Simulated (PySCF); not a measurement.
# CBr2: one geometry, several methods and rigid scans

Aim: at the PBE0 minimum of singlet CBr2, found before, compare methods on energies and levels. Rigid scans about the minimum follow.

Method: several methods, basis C def2-TZVP, Br def2-TZVP, no relativity, density fitting; program: PySCF 2.14.0.

## 1. Where the work starts

3 atoms, charge 0, spin multiplicity 1.

Bond lengths: C1–Br2 1.878 Å, C1–Br3 1.878 Å. Angles: Br2–C1–Br3 110.2°.

```xyz
3
charge 0 multiplicity 1
C     0.0000    0.0000   -0.9980
Br    1.5405    0.0000    0.0759
Br   -1.5405    0.0000    0.0759
```

## 2. PBE0

One driver script runs all steps and calls PySCF; scf.py shows the equivalent input of each level. Each SCF starts from the density of the minimum. The driver also runs the species with one electron less or more at the same geometry (one less: multiplicity 2, one more: multiplicity 2); their logs are not shown.

Input file scf.py:

```python
from pyscf import gto, scf, dft
mol = gto.M(atom='''
C     -0.000000     0.000000    -0.998020
Br     1.540547    -0.000000     0.075877
Br    -1.540547     0.000000     0.075877''',
    basis={'C': 'def2-TZVP', 'Br': 'def2-TZVP'},
    charge=0, spin=0)
mf = dft.RKS(mol, xc='PBE0')
mf.grids.atom_grid = (99, 590)
aux = {'C': 'def2-universal-JKFIT', 'Br': 'def2-universal-JKFIT'}
mf = mf.density_fit(auxbasis=aux)
mf.kernel()
```

## 3. HF

Changes to scf.py since step 2:

```diff
@@ -8,2 +8 @@
-mf = dft.RKS(mol, xc='PBE0')
-mf.grids.atom_grid = (99, 590)
+mf = scf.RHF(mol)
```

## 4. MP2

Changes to scf.py since step 3:

```diff
@@ -11,0 +12,2 @@
+from pyscf.mp import dfmp2
+dfmp2.DFMP2(mf, frozen=19).kernel()  # the driver gives MP2 a fitting basis of its own (RI)
```

## 5. PBE

Changes to scf.py since step 4:

```diff
@@ -8 +8,2 @@
-mf = scf.RHF(mol)
+mf = dft.RKS(mol, xc='PBE')
+mf.grids.atom_grid = (99, 590)
@@ -12,2 +12,0 @@
-from pyscf.mp import dfmp2
-dfmp2.DFMP2(mf, frozen=19).kernel()  # the driver gives MP2 a fitting basis of its own (RI)
```

## 6. r2SCAN

Changes to scf.py since step 5:

```diff
@@ -8 +8 @@
-mf = dft.RKS(mol, xc='PBE')
+mf = dft.RKS(mol, xc='R2SCAN')
```

## 7. B3LYP

Changes to scf.py since step 6:

```diff
@@ -8 +8 @@
-mf = dft.RKS(mol, xc='R2SCAN')
+mf = dft.RKS(mol, xc='B3LYP')
```

## 8. TPSSh

Changes to scf.py since step 7:

```diff
@@ -8 +8 @@
-mf = dft.RKS(mol, xc='B3LYP')
+mf = dft.RKS(mol, xc='TPSSH')
```

## 9. B2PLYP

Changes to scf.py since step 8:

```diff
@@ -8 +8 @@
-mf = dft.RKS(mol, xc='TPSSH')
+mf = dft.RKS(mol, xc='0.53*HF + 0.47*B88, 0.73*LYP')
```

## 10. CAM-B3LYP

Changes to scf.py since step 9:

```diff
@@ -8 +8 @@
-mf = dft.RKS(mol, xc='0.53*HF + 0.47*B88, 0.73*LYP')
+mf = dft.RKS(mol, xc='CAMB3LYP')
```

## 12. Breathing scan

A rigid scan with PBE0: all bonds to the central atom are scaled together. Each point starts from its neighbour's orbitals, and energies count from the minimum.

## 13. Stretching one bond

A rigid scan with PBE0: the bond from C to the last atom (Br) is scaled and the rest held.

## 14. Bending curve

A rigid scan with PBE0: the Br–C–Br angle changes, with bonds held.

(Steps that only read results are left out.)

Before running it: what results should come out? Wanted: atomisation energy, range; vertical ionisation energy, range; vertical electron affinity, range; orbital gap, range; all bonds 4 % longer; one bond 20 % longer; linear shape, bonds held.

As calculated:

| quantity | value |
| --- | --- |
| atomisation energy, range | 274 (HF) to 704 (PBE) kJ/mol |
| vertical ionisation energy, range | 8.82 (HF) to 9.57 (CAM-B3LYP) eV |
| vertical electron affinity, range | 1.38 (HF) to 1.71 (CAM-B3LYP) eV |
| orbital gap, range | 1.61 (PBE) to 10.83 (HF) eV |
| all bonds 4 % longer | 9.3 kJ/mol |
| one bond 20 % longer | 62.6 kJ/mol |
| linear shape, bonds held | 293.7 kJ/mol |

What this shows: The atomisation energy spreads over 430 kJ/mol, from HF to PBE; without a CCSD(T) value for it there is no yardstick here. Without diffuse functions electron affinities tend to come out too low. Shortening all bonds by 4 % costs 11.8 kJ/mol and lengthening them 9.3: the wall is steeper on the short side. Held rigid otherwise, the linear shape costs 294 kJ/mol. A stability analysis at the minimum finds the closed shell unstable towards spin polarisation: an open-shell solution lies lower, and these values are not those of the lowest state.
